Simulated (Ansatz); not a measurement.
Below is the output of a Python script on the Python package of Ansatz (0.2.0) that makes a ladder of methods at one geometry of ClH3SSn, SMILES [SH][SnH2][Cl]. Write a script that gives it. Settings (for the species named): MP2, def2-SVP basis, multiplicity 1. The script varies method: mp2, ccsd, ccsd_t.

```yaml
atoms:
  - { symbol: S, position_ang: [-1.1475, -1.5948, -0.0639] }
  - { symbol: Sn, position_ang: [0.4222, 0.1957, 0.3061] }
  - { symbol: Cl, position_ang: [-0.6413, 2.2987, 0.0262] }
  - { symbol: H, position_ang: [-1.3870, -1.0758, -1.3814] }
  - { symbol: H, position_ang: [1.7352, 0.0350, -0.8647] }
  - { symbol: H, position_ang: [1.0604, 0.0773, 1.9315] }
```

Running `python methods_clh3ssn.py` prints:
```text
Hartree-Fock reference -1071.902596 Ha
mp2      total -1072.278096 Ha  correlation  -10.2179 eV  (87.0 % of the last)
ccsd     total -1072.323200 Ha  correlation  -11.4452 eV  (97.5 % of the last)
ccsd_t   total -1072.334198 Ha  correlation  -11.7445 eV  (100.0 % of the last)
```

The script that was run (others could print the same):

Script `methods_clh3ssn.py`:
```python
"""One geometry of ClH3SSn, method by method."""

import ansatz as az


def main() -> None:
    geometry_ang = [
        ("S", (-1.1475, -1.5948, -0.0639)),
        ("Sn", (0.4222, 0.1957, 0.3061)),
        ("Cl", (-0.6413, 2.2987, 0.0262)),
        ("H", (-1.387, -1.0758, -1.3814)),
        ("H", (1.7352, 0.035, -0.8647)),
        ("H", (1.0604, 0.0773, 1.9315)),
    ]
    molecule = az.Crystal.molecule()
    for symbol, xyz in geometry_ang:
        molecule = molecule.atom(symbol, xyz)

    calculation = molecule.calculation().basis(gaussian="def2-SVP")

    methods = ["mp2", "ccsd", "ccsd_t"]
    reports = [calculation.correlation(m).run(threads=1).report for m in methods]
    print(f"Hartree-Fock reference {reports[0]['reference_energy_ev'] / 27.211386246:.6f} Ha")
    best = reports[-1]["free_energy_ev"] - reports[-1]["reference_energy_ev"]
    for method, each in zip(methods, reports):
        gained = each["free_energy_ev"] - each["reference_energy_ev"]
        print(f"{method:8s} total {each['free_energy_ev'] / 27.211386246:.6f} Ha  correlation {gained:9.4f} eV  ({100 * gained / best:.1f} % of the last)")


if __name__ == "__main__":
    main()
```

Total energies depend on the basis set; only differences at equal settings carry meaning. The geometry is a force-field or estimated start, not a minimum of this method, and the basis set is short of its limit. A lower total doesn't mark the better method: functionals have no common bound, and MP2 and coupled cluster aren't variational. def2 sets replace the cores of elements past krypton by effective core potentials. Inner cores stay frozen; a filled d shell under the valence of the heavier atoms is correlated with it. Run time: 8.4 s on 1 thread of Arm Neoverse V1, with other jobs on the host, peak memory 0.27 GiB.
